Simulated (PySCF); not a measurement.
# [Pr(NH2)4]−: other functionals and bases at one geometry

How far do other levels of theory move the description of [Pr(NH2)4]−, and what does each cost? The species was built from a template and needn't be a known compound.

Method: several levels, as the steps say, no spin–orbit coupling; program: PySCF 2.14.0.

1 further run of the same task is left out (for a known fault of the program).

## Step 1: Where the work starts

13 atoms, charge -1, spin multiplicity 1.

Bond lengths: Pr1–N2 2.352 Å, Pr1–N5 2.352 Å, Pr1–N8 2.352 Å, Pr1–N11 2.352 Å, N2–H3 1.023 Å, N2–H4 1.021 Å, N5–H6 1.021 Å, N5–H7 1.023 Å, N8–H9 1.021 Å, N8–H10 1.023 Å, N11–H12 1.023 Å, N11–H13 1.021 Å. Angles: N2–Pr1–N5 111.2°, N2–Pr1–N8 106.1°, N2–Pr1–N11 111.2°, N5–Pr1–N8 111.2°, N5–Pr1–N11 106.1°, N8–Pr1–N11 111.2°, Pr1–N2–H3 123.1°, Pr1–N2–H4 131.5°, H3–N2–H4 105.2°, Pr1–N5–H6 131.6°, Pr1–N5–H7 123.1°, H6–N5–H7 105.1°, Pr1–N8–H9 131.5°, Pr1–N8–H10 123.1°, H9–N8–H10 105.2°, Pr1–N11–H12 123.1°, Pr1–N11–H13 131.6°, H12–N11–H13 105.1°.

Coordinates:

```xyz
13
H8N4Pr
Pr    0.00017    0.00000    0.00000
N     1.41394    1.38127    1.27524
H     2.28057    1.04927    1.70471
H     1.38743    2.38362    1.46755
N    -1.41357   -1.27540    1.38115
H    -1.38884   -1.46719    2.38317
H    -2.27962   -1.70518    1.04820
N     1.41394   -1.38127   -1.27524
H     1.38743   -2.38362   -1.46755
H     2.28057   -1.04927   -1.70471
N    -1.41357    1.27540   -1.38115
H    -2.27962    1.70518   -1.04820
H    -1.38884    1.46719   -2.38317
```

Formal oxidation states: Pr +3. Each metal's 2 4f electrons lie in its core potential, so multiplicities, spins and levels count the valence alone. An earlier session relaxed this geometry at PBE0, Pr lcecp-1-SVP with ECP48, N def2-SVP, H def2-SVP (singlet, point group S4).

At PBE0 on the finer grid: E = -256.391141 Eh, HOMO -1.13 eV, LUMO 3.59 eV, Mulliken charge on Pr1 +0.70 e, largest force component 0.016 eV/Å. 

Levels to run: wB97X; HF; PBE0, TZVP. Hardware: 2 threads of Arm Neoverse V1, shared host.

## Step 2: wB97X

Contents of run.py (the lines that set the calculation):

```python
mol = gto.M(atom='''
Pr     0.00017     0.00000     0.00000
N      1.41394     1.38127     1.27524
H      2.28057     1.04927     1.70471
H      1.38743     2.38362     1.46755
N     -1.41357    -1.27540     1.38115
H     -1.38884    -1.46719     2.38317
H     -2.27962    -1.70518     1.04820
N      1.41394    -1.38127    -1.27524
H      1.38743    -2.38362    -1.46755
H      2.28057    -1.04927    -1.70471
N     -1.41357     1.27540    -1.38115
H     -2.27962     1.70518    -1.04820
H     -1.38884     1.46719    -2.38317''',
    basis={'Pr': 'lcecp-1-SVP', 'N': 'def2-SVP', 'H': 'def2-SVP'},
    ecp={'Pr': 'lcecp-1-SVP'},
    charge=-1, spin=0)
mf = dft.RKS(mol, xc='WB97X')
mf.grids.atom_grid = (75, 302)  # f atoms: unpruned, at least (60, 302)
mf = mf.density_fit()  # fitting sets: Pr AutoAux, N def2-universal-JKFIT, H def2-universal-JKFIT
mf.conv_tol = 1e-08; mf.max_cycle = 55
mf.kernel(dm0)  # dm0: the density of the relaxed state
```

The run is started by

```
OMP_NUM_THREADS=2 python run.py
```

## Step 3: HF

run.py (the lines that set the calculation): that of step 2 with these lines changed.

```diff
@@ -17,4 +17,3 @@
     charge=-1, spin=0)
-mf = dft.RKS(mol, xc='WB97X')
-mf.grids.atom_grid = (75, 302)  # f atoms: unpruned, at least (60, 302)
+mf = scf.RHF(mol)
 mf = mf.density_fit()  # fitting sets: Pr AutoAux, N def2-universal-JKFIT, H def2-universal-JKFIT
```

## Step 4: PBE0, TZVP

Basis: Pr lcecp-1-TZVP with ECP48, N def2-TZVP, H def2-TZVP. 

run.py (the lines that set the calculation): that of step 3 with these lines changed.

```diff
@@ -14,8 +14,9 @@
 H     -1.38884     1.46719    -2.38317''',
-    basis={'Pr': 'lcecp-1-SVP', 'N': 'def2-SVP', 'H': 'def2-SVP'},
-    ecp={'Pr': 'lcecp-1-SVP'},
+    basis={'Pr': 'lcecp-1-TZVP', 'N': 'def2-TZVP', 'H': 'def2-TZVP'},
+    ecp={'Pr': 'lcecp-1-TZVP'},
     charge=-1, spin=0)
-mf = scf.RHF(mol)
+mf = dft.RKS(mol, xc='PBE0')
+mf.grids.atom_grid = (75, 302)  # f atoms: unpruned, at least (60, 302)
 mf = mf.density_fit()  # fitting sets: Pr AutoAux, N def2-universal-JKFIT, H def2-universal-JKFIT
 mf.conv_tol = 1e-08; mf.max_cycle = 55
-mf.kernel(dm0)  # dm0: the density of the relaxed state
+mf.kernel(dm0)  # dm0: free metal ions and neutral atoms
```

**Question.** What will these runs give? Wanted: for each run, HOMO; gap; charge on Pr1; dipole; largest force.

As calculated:

| level | state | HOMO (eV) | gap (eV) | charge on Pr1 (e) | dipole (D) | largest force (eV/Å) | basis functions | time |
| --- | --- | --- | --- | --- | --- | --- | --- | --- |
| PBE0 (relaxed here) | singlet | -1.13 | 4.72 | 0.70 | 0.00 | 0.02 | 129 | 33 s |
| wB97X | singlet | -3.62 | 8.58 | 0.69 | 0.00 | 0.09 | 129 | 14 s |
| HF | singlet | -4.57 | 9.77 | 1.26 | 0.00 | 0.77 | 129 | 4.7 s |
| PBE0, TZVP | singlet | -1.45 | 4.86 | 1.47 | 0.00 | 0.32 | 219 | 41 s |

Times are on 2 threads of Arm Neoverse V1, shared host; the first row also made further properties. The dipole of a charged species depends on the origin, so these sizes hold for this origin alone.

In one basis the HOMO–LUMO gap runs from 4.72 eV (PBE0) to 9.77 eV (HF). The largest leftover force, 0.77 eV/Å with HF, stands at a geometry relaxed at another level. The Mulliken charge on Pr spans +0.69 to +1.47 e over the levels. With 4f in the core, its levels are missing from HOMO and gap. Total energies of different levels can't be compared. Spin–orbit coupling is left out throughout.
